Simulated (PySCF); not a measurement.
# A diatomic session: KIn

One job finds the state of KIn, follows it along the bond with each method and fits the curves.

Computed with PySCF 2.14.0. Level: K def2-SVPD, In def2-SVPD with ECP28, scalar-relativistic core potentials.

## (1) Input

Settings of the job:

```json
{
  "atoms": "K, In",
  "charge": "0",
  "basis": "K def2-SVPD, In def2-SVPD with ECP28",
  "Hamiltonian": "scalar-relativistic core potentials",
  "basis functions": "59",
  "electrons treated": "40",
  "masses in u": "38.9637, 114.9039",
  "levels": "PBE0, PBE, r²SCAN, M06-2X, B3LYP, HSE06, HF, MP2, SCS-MP2",
  "grid": "80 radial by 434 angular points",
  "occupations": "held fixed by the projection of orbital angular momentum",
  "dissociation limit": "K + In, each in its ground configuration",
  "starting distance in angstrom": "3.335",
  "values of 2S to try": "0, 2"
}
```

After this run come: First curve: PBE0; Higher solutions at PBE0; PBE (GGA); r²SCAN (meta-GGA); M06-2X; B3LYP; HSE06; UHF.

**Question.** What will these runs give? Wanted: for each run, Re; ωe; De; μ.

The runs gave:

Lowest PBE0 solution found, without spin–orbit coupling: ³Π (triplet), unpaired electrons σ ↑, π ↑. State 3 has its PBE0 minimum 0.18 eV higher, as a spin-mixed determinant (⟨S²⟩ = 1.01), so this is no gap between pure states. State 4 has its PBE0 minimum 0.60 eV higher. The other levels ran on the lowest alone.

```tsv
level	Re (Å)	ωe (cm⁻¹)	De (eV)	μ (D)
UHF-MP2	3.569	97.8	0.444	n/a
PBE	3.528	94.2	0.58	-5.45
r²SCAN	3.512	100.0	0.65	-6.61
B3LYP	3.550	91.0	0.440	-5.40
PBE0	3.510	98.2	0.55	-6.39
HSE06	3.511	97.5	0.56	-6.21
M06-2X	3.476	105.6	0.465	-6.88
```

De is counted to K + In in their ground configurations. A positive dipole means K(−)In(+). No constants: UHF (the points don't follow one smooth fit); UHF-SCS-MP2 (the points don't follow one smooth fit).

What this shows: The methods spread over 0.092 Å in bond length, from M06-2X to UHF-MP2. Of the levels with a De here, B3LYP gives the least (0.440 eV) and r²SCAN the most (0.65 eV).

Correlated steps freeze 9 core orbitals. Spin–orbit coupling is left out, which matters for elements this heavy, above all for dissociation energies. At UHF-MP2 the stretched side of the curve climbs above De, by a hump or because the determinant held fixed goes to a higher limit.
